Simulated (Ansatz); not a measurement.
# CH7FOSi2: up Jacob's ladder to CCSD(T)

The task here is to estimate one member of a computed series from the others.

The runs use Ansatz 0.2.0, Gaussian basis; functionals in def2-TZVPP, the program's frozen cores in correlated methods.

The runs, in order: PBE-D4, r2SCAN-D4, PBE0-D4, B3LYP-D4, ωB97X-V, ωB97M-V, B2PLYP; CCSD(T)/def2-TZVPP; MP2/def2-QZVPP; extrapolation to the limit.

**The relaxed structure**

An earlier PBE0-D4 in a triple-zeta def2 set relaxation fixed the geometry.

SMILES `C[SiH](F)[SiH2]O`, 12 atoms, charge 0, spin multiplicity 1.

Atoms are counted from 1 here; the program's logs count them from 0.

Bond lengths: C1–Si2 1.860 Å, C1–H6 1.093 Å, C1–H7 1.094 Å, C1–H8 1.092 Å, Si2–F3 1.616 Å, Si2–Si4 2.354 Å, Si2–H9 1.491 Å, Si4–O5 1.656 Å, Si4–H10 1.493 Å, Si4–H11 1.486 Å, O5–H12 0.958 Å. Angles: Si2–C1–H6 110.9°, Si2–C1–H7 109.9°, Si2–C1–H8 111.2°, H6–C1–H7 108.1°, H6–C1–H8 108.6°, H7–C1–H8 108.0°, C1–Si2–F3 108.3°, C1–Si2–Si4 113.0°, C1–Si2–H9 110.2°, F3–Si2–Si4 106.9°, F3–Si2–H9 106.9°, Si4–Si2–H9 111.4°, Si2–Si4–O5 111.1°, Si2–Si4–H10 110.0°, Si2–Si4–H11 110.4°, O5–Si4–H10 111.4°, O5–Si4–H11 105.6°, H10–Si4–H11 108.3° and more.

Set-up of the first run:

Input file in.yaml:

```yaml
crystal:
  periodic: [false, false, false]
  atoms:
    - {symbol: C, position_ang: [-1.611437, 0.263072, -1.005655]}
    - {symbol: Si, position_ang: [-0.499667, -0.860022, -0.024369]}
    - {symbol: F, position_ang: [-1.179569, -1.109619, 1.420607]}
    - {symbol: Si, position_ang: [1.626758, 0.068702, 0.372722]}
    - {symbol: O, position_ang: [1.511271, 1.469739, 1.248520]}
    - {symbol: H, position_ang: [-2.614297, -0.161678, -1.094278]}
    - {symbol: H, position_ang: [-1.208372, 0.398118, -2.013387]}
    - {symbol: H, position_ang: [-1.690742, 1.247411, -0.539166]}
    - {symbol: H, position_ang: [-0.396877, -2.190086, -0.689609]}
    - {symbol: H, position_ang: [2.499043, -0.930164, 1.057669]}
    - {symbol: H, position_ang: [2.272073, 0.451232, -0.910227]}
    - {symbol: H, position_ang: [1.109816, 1.408197, 2.116573]}
basis:
  gaussian: {orbitals: def2-TZVPP}
hamiltonian: {xc: pbe, dispersion: d4}
output: {forces: true, orbitals: {seedname: orbitals}}
```

On the command line:

```sh
$ ansatz run in.yaml --threads 4 --pin off --events-out ev --progress --plain --max-ram 10444MiB
```

Steps of the session up to this table: PBE-D4 (GGA); r2SCAN-D4 (meta-GGA); PBE0-D4 (hybrid); B3LYP-D4 (hybrid); ωB97X-V (range-separated); ωB97M-V (range-separated); B2PLYP (double hybrid); CCSD(T) in def2-TZVPP; MP2 in def2-QZVPP.

One table of the session follows, with a row left open; its other results are not shown here.

| method | atomisation energy (kJ/mol) |
| --- | --- |
| PBE-D4 | ? |
| r2SCAN-D4 | 4318.5 |
| PBE0-D4 | 4275.4 |
| B3LYP-D4 | 4303.4 |
| ωB97X-V | 4335.3 |
| ωB97M-V | 4320.5 |
| B2PLYP | 4263.7 |
| HF/def2-TZVPP | 3229.1 |
| MP2/def2-TZVPP | 4265.5 |
| CCSD/def2-TZVPP | 4163.9 |
| CCSD(T)/def2-TZVPP | 4213.0 |
| MP2/CBS | 4384.5 |
| CCSD(T)/CBS | 4331.9 |

Q: Estimate the row for PBE-D4 from the others.

As computed: atomisation energy (kJ/mol): 4330.7. In the column «atomisation energy (kJ/mol)» it lies between ωB97M-V (4320.5) and CCSD(T)/CBS (4331.9).

Limits of these values: Free atoms (1 C, 2 Si, 1 F, 1 O, 7 H) were run apart at each level; the atomisation energy is their sum less the molecule, without zero-point or spin-orbit terms.
